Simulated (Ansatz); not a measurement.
# C2H5BF2O: small, medium and large basis sets

An exercise on one series of results from a longer session: the logs are not shown, and one member is left open.

Computed with Ansatz 0.2.0, Gaussian basis. Level: one geometry, several basis sets.

Plan: PBE0-D4/def2-SVP; ωB97M-V/def2-SVP; PBE0-D4/def2-QZVPP; ωB97M-V/def2-QZVPP; the functionals' def2-TZVPP values are taken from earlier runs.

**The geometry**

All runs share one geometry, relaxed beforehand with PBE0-D4 in a triple-zeta def2 set.

11 atoms, charge 0, spin multiplicity 1.

Atoms are counted from 1 here; the program's logs count them from 0.

Bond lengths: C1–C2 1.509 Å, C1–H7 1.092 Å, C1–H8 1.092 Å, C1–H9 1.092 Å, C2–O3 1.426 Å, C2–H10 1.092 Å, C2–H11 1.093 Å, O3–B4 1.338 Å, B4–F5 1.329 Å, B4–F6 1.321 Å. Angles: C2–C1–H7 110.0°, C2–C1–H8 110.7°, C2–C1–H9 111.0°, H7–C1–H8 108.4°, H7–C1–H9 108.1°, H8–C1–H9 108.6°, C1–C2–O3 110.9°, C1–C2–H10 110.9°, C1–C2–H11 110.9°, O3–C2–H10 106.0°, O3–C2–H11 109.9°, H10–C2–H11 108.1°, C2–O3–B4 121.9°, O3–B4–F5 122.9°, O3–B4–F6 119.5°, F5–B4–F6 117.7°.

Set-up of the first run:

Contents of in.yaml:

```yaml
crystal:
  periodic: [false, false, false]
  atoms:
    - {symbol: C, position_ang: [0.351871, -0.942257, 1.033456]}
    - {symbol: C, position_ang: [-0.210834, -0.693582, -0.343990]}
    - {symbol: O, position_ang: [-0.902156, 0.552859, -0.392645]}
    - {symbol: B, position_ang: [-0.296593, 1.682575, -0.775424]}
    - {symbol: F, position_ang: [0.974423, 1.723983, -1.162381]}
    - {symbol: F, position_ang: [-0.976610, 2.814971, -0.778829]}
    - {symbol: H, position_ang: [0.823282, -1.926980, 1.072846]}
    - {symbol: H, position_ang: [-0.438928, -0.908028, 1.785014]}
    - {symbol: H, position_ang: [1.106674, -0.194817, 1.288059]}
    - {symbol: H, position_ang: [-0.946765, -1.455566, -0.607401]}
    - {symbol: H, position_ang: [0.580935, -0.710156, -1.098004]}
basis:
  gaussian: {orbitals: def2-SVP}
hamiltonian: {xc: pbe0, dispersion: d4}
output: {orbitals: {seedname: orbitals}}
```

On the command line:

```bash
ansatz run in.yaml --threads 4 --pin off --events-out ev --progress --plain --max-ram 10444MiB
```

Steps of the session up to this table: PBE0-D4 in def2-SVP; ωB97M-V in def2-SVP; PBE0-D4 in def2-QZVPP; ωB97M-V in def2-QZVPP.

One table of the session follows, with a row left open; its other results are not shown here.

| functional | basis | HOMO (eV) | LUMO (eV) |
| --- | --- | --- | --- |
| PBE0-D4 | def2-SVP | -9.23 | 1.63 |
| PBE0-D4 | def2-TZVPP | -9.31 | 0.81 |
| PBE0-D4 | def2-QZVPP | ? | ? |
| ωB97M-V | def2-SVP | -11.60 | 3.29 |
| ωB97M-V | def2-TZVPP | -11.70 | 2.09 |
| ωB97M-V | def2-QZVPP | -11.72 | 1.75 |

**Question.** Estimate the row for PBE0-D4, def2-QZVPP.

The run gave: HOMO (eV): -9.33; LUMO (eV): 0.60. In the column «HOMO (eV)» it lies between ωB97M-V, def2-SVP (-11.60) and PBE0-D4, def2-TZVPP (-9.31).
